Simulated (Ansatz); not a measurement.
Working through a test of scalar relativity of BH3Se, SMILES B[SeH]

Program: the Python package of Ansatz (0.2.0).

The cells in order, each with its output:

**Cell 1**
```python
import warnings

import ansatz as az
import numpy as np
```

**Cell 2**
```python
GEOMETRY = """
B    -0.14990   -0.64590    0.18560
Se    0.89000    1.06180    0.45450
H    -1.31540   -0.67940    0.62130
H     0.31630   -1.48520   -0.46220
H     0.30890    1.67520   -0.84070
"""
```

**Cell 3**
```python
warnings.simplefilter("ignore", az.DeckWarning)
```

**Cell 4**
```python
system = az.Crystal.molecule()
for line in GEOMETRY.strip().splitlines():
    symbol, *xyz = line.split()
    system = system.atom(symbol, [float(v) for v in xyz])
```

**Cell 5**
```python
base = system.calculation().functional("HF").forces()
# a set contracted for a scalar-relativistic Hamiltonian goes with the relativistic run
sets = {"none": "cc-pVTZ", "scalar": "cc-pVTZ-DK"}
found = {kind: base.basis(gaussian=basis).pseudopotentials(relativity=kind).run(threads=1).report for kind, basis in sets.items()}
for kind, each in found.items():
    dipole = 4.803205 * np.linalg.norm(each["charge_distribution"]["dipole_moment_e_ang"])
    print(f"{kind:7s} E = {each['free_energy_ev']:.4f} eV  dipole {dipole:.3f} D  largest force component {np.abs(each['forces_ev_ang']).max():.4f} eV/A")
print(f"relativity lowers the total energy by {found['none']['free_energy_ev'] - found['scalar']['free_energy_ev']:.3f} eV")
```
Output:
```text
none    E = -66023.0325 eV  dipole 1.274 D  largest force component 1.6992 eV/A
scalar  E = -66790.8343 eV  dipole 1.222 D  largest force component 1.6873 eV/A
relativity lowers the total energy by 767.802 eV
```

The total moves by -767.8 eV, nearly all in the cores, and the dipole from 1.27 to 1.22 D.

Reading the output:
- Total energies depend on the basis set; only differences at equal settings carry meaning.
- The geometry is a force-field or estimated start, not a minimum of this method. The basis set changes with the Hamiltonian (a set recontracted for scalar relativity), and most of the change in the total lies in the cores.
- Timing: 3.4 s on 1 thread of AMD EPYC 7B13 (Zen 3), on a shared host, peak memory 0.27 GiB.
